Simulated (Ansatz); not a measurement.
Predict the output of the script below (the Python package of Ansatz (0.2.0)).

`si.vasp`
```text
Si
1.0
  -1.62691493    1.62691493    1.32032985
   1.62691493   -1.62691493    1.32032985
   1.62691493    1.62691493   -1.32032985
Si
1
Direct
   0.00000000    0.00000000    0.00000000
```

`si_bands.py`
```python
"""Band structure of Si."""

from collections import Counter
import json
import logging
import sys
import warnings

import ansatz as az
from ase.io import read
import matplotlib.pyplot as plt
import numpy as np

logging.basicConfig(stream=sys.stdout, format="%(name)s: %(message)s")
log = logging.getLogger("ansatz_job")
log.setLevel(logging.INFO)

K_SPACING = 0.2
FILLING = "cold"
EXTRA_BANDS = 10


def main() -> None:
    warnings.simplefilter("ignore", az.DeckWarning)

    atoms = read("si.vasp", format="vasp")
    xtal = az.Crystal.from_ase(atoms)

    # high-symmetry points in fractions of the reciprocal vectors
    path = [
        ("G", (0.0, 0.0, 0.0)),
        ("X", (0.0, 0.0, 0.5)),
        ("M", (-0.5, 0.5, 0.5)),
        ("G", (0.0, 0.0, 0.0)),
        ("Z", (0.41466, 0.41466, -0.41466)),
    ]
    calculation = (
        xtal.calculation()
        .functional(az.Functional.LDA)
        .kpoints(spacing=K_SPACING)
        .occupations(FILLING, width=100 * az.meV)
        .band_structure([point for _, point in path], intervals=8)
        .scf(extra_bands=EXTRA_BANDS)
        .stress()
    )
    done = calculation.run(events_out="events.ndjson")
    summary = done.report
    with open("events.ndjson") as stream:
        kinds = Counter(json.loads(line)["event"] for line in stream)
    print("events:", {kind: kinds[kind] for kind in ("scf_iter", "scf_done", "notice", "finished")})

    energy = summary["free_energy_ev"]
    log.info("F of the Si cell: {:.6f} eV = {:.6f} Ry = {:.6f} Ha".format(energy, energy / 13.605693, energy / 27.211386))
    log.info("Fermi level {:.4f} eV, {} k-points, {} symmetry operations".format(summary["fermi_energy_ev"], summary["n_kpoints"], summary["n_symmetry_ops"]))

    # the stress is positive in compression
    sigma = summary["stress_gpa"]
    voigt = [sigma[0][0], sigma[1][1], sigma[2][2], sigma[1][2], sigma[0][2], sigma[0][1]]
    print("stress xx yy zz yz xz xy (GPa, compression positive):", " ".join(f"{s:.3f}" for s in voigt))
    print("P =", round(10 * float(np.mean(voigt[:3])), 2), "kbar")

    bands = done.band_structure()
    fermi = bands.fermi_energy_ev
    log.info(f"zero of the bands: {fermi:.3f} eV, the Fermi level found on the SCF mesh")
    reciprocal = 2 * np.pi * np.linalg.inv(done.lattice.cell_ang).T
    steps = np.linalg.norm(np.diff(bands.kpoints_frac @ reciprocal, axis=0), axis=1)
    distance = np.concatenate([[0], np.cumsum(steps)])
    fig, ax = plt.subplots(figsize=(5, 4))
    for channel, colour in zip(bands.channels, ("C0", "C3")):
        ax.plot(distance, channel.eigenvalues_ev - fermi, colour, lw=1)
    ax.set_xticks(distance[::8], [label for label, _ in path])
    ax.set(ylim=(-6, 6), ylabel="E - E_F (eV)", xlim=(0, distance[-1]))
    ax.grid(axis="x")
    fig.savefig("bands.png", dpi=100)
    first = bands.channels[0].eigenvalues_ev - fermi
    near = np.argsort(np.abs(first.mean(axis=0)))[:4]
    for band in sorted(near):
        log.info(f"band {band + 1}: {first[:, band].min():.3f} to {first[:, band].max():.3f} eV")


if __name__ == "__main__":
    main()
```

```console
$ python si_bands.py
events: {'scf_iter': 5, 'scf_done': 1, 'notice': 2, 'finished': 1}
ansatz_job: F of the Si cell: -608.259500 eV = -44.706249 Ry = -22.353125 Ha
ansatz_job: Fermi level 10.8973 eV, 349 k-points, 16 symmetry operations
stress xx yy zz yz xz xy (GPa, compression positive): -0.306 -0.306 -0.444 0.000 -0.000 -0.000
P = -3.52 kbar
ansatz_job: zero of the bands: 10.897 eV, the Fermi level found on the SCF mesh
ansatz_job: band 2: -7.309 to 9.844 eV
ansatz_job: band 3: -1.474 to 10.600 eV
ansatz_job: band 4: -0.403 to 12.384 eV
ansatz_job: band 5: 1.892 to 13.002 eV
```

What to keep in mind:
- Absolute energies stand on the zero of these potentials, so only differences at equal settings mean something. A total without «per atom» is that of the cell as typed.
- Only differences from the Fermi energy are physical; the zero of the scale is a convention.
- This isn't the structure that Si takes at ambient conditions.
- Levels are Kohn-Sham eigenvalues on this mesh.
- Processor time in the engine: 3 s on 1 thread of Intel(R) Xeon(R) Processor @ 2.30GHz, with other jobs on the host, peak memory 0.58 GiB.
